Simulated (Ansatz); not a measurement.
**C3FN3Si: basis-set convergence**

Aim: see how fast density functionals converge with the basis set for C3FN3Si.

Method: one geometry, several basis sets; program: Ansatz 0.2.0, Gaussian basis.

Levels to be run: PBE0-D4/def2-SVP; ωB97M-V/def2-SVP; PBE0-D4/def2-QZVPP; ωB97M-V/def2-QZVPP; the functionals' def2-TZVPP values are taken from earlier runs.

### 1 The geometry

All runs share one geometry, relaxed beforehand with PBE0-D4 in a triple-zeta def2 set.

8 atoms, charge 0, spin multiplicity 1.

Atoms are counted from 1 here; the program's logs count them from 0.

Bond lengths: N1–C2 1.151 Å, C2–Si3 1.822 Å, Si3–F4 1.567 Å, Si3–C5 1.822 Å, Si3–C7 1.822 Å, C5–N6 1.151 Å, C7–N8 1.151 Å. Angles: N1–C2–Si3 179.5°, C2–Si3–F4 109.7°, C2–Si3–C5 109.2°, C2–Si3–C7 109.2°, F4–Si3–C5 109.7°, F4–Si3–C7 109.7°, C5–Si3–C7 109.2°, Si3–C5–N6 179.5°, Si3–C7–N8 179.5°.

Coordinates:

```mol
C3FN3Si
  3D, bonds by distance, orders not assigned

  8  7  0  0  0  0  0  0  0  0999 V2000
    2.2813    0.0272    1.7302 N   0  0
    1.4741    0.0423    0.9100 C   0  0
    0.1846    0.0630   -0.3776 Si  0  0
    0.8384    0.3280   -1.7771 F   0  0
   -1.0177    1.3797   -0.0007 C   0  0
   -1.7789    2.2067    0.2464 N   0  0
   -0.6727   -1.5450   -0.3933 C   0  0
   -1.2171   -2.5590   -0.3936 N   0  0
  1  2  8  0
  2  3  8  0
  3  4  8  0
  3  5  8  0
  5  6  8  0
  3  7  8  0
  7  8  8  0
M  END
```

### 2 PBE0-D4 in def2-SVP

The input, in.yaml:

```yaml
crystal:
  periodic: [false, false, false]
  atoms:
    - {symbol: N, position_ang: [2.281348, 0.027218, 1.730164]}
    - {symbol: C, position_ang: [1.474083, 0.042286, 0.910016]}
    - {symbol: Si, position_ang: [0.184606, 0.063049, -0.377571]}
    - {symbol: F, position_ang: [0.838385, 0.328017, -1.777143]}
    - {symbol: C, position_ang: [-1.017671, 1.379697, -0.000702]}
    - {symbol: N, position_ang: [-1.778937, 2.206724, 0.246376]}
    - {symbol: C, position_ang: [-0.672732, -1.544987, -0.393322]}
    - {symbol: N, position_ang: [-1.217082, -2.559004, -0.393620]}
basis:
  gaussian: {orbitals: def2-SVP}
hamiltonian: {xc: pbe0, dispersion: d4}
output: {orbitals: {seedname: orbitals}}
```

The run is started by

```sh
ansatz run in.yaml --threads 4 --pin off --events-out ev --progress --plain --max-ram 10444MiB
```

After this run come: ωB97M-V in def2-SVP; PBE0-D4 in def2-QZVPP; ωB97M-V in def2-QZVPP.

Q: Predict the results of all the runs planned. Wanted: PBE0-D4: double and triple zeta above quadruple; ωB97M-V: double and triple zeta above quadruple.

As calculated:

| quantity | value |
| --- | --- |
| PBE0-D4: double and triple zeta above quadruple | 15.87, 0.80 eV |
| ωB97M-V: double and triple zeta above quadruple | 16.11, 0.72 eV |

What this shows: PBE0-D4 gains 15.07 eV from double to triple zeta, then 0.80 eV more. Total energies overstate the basis error of differences, where much of it tends to cancel.
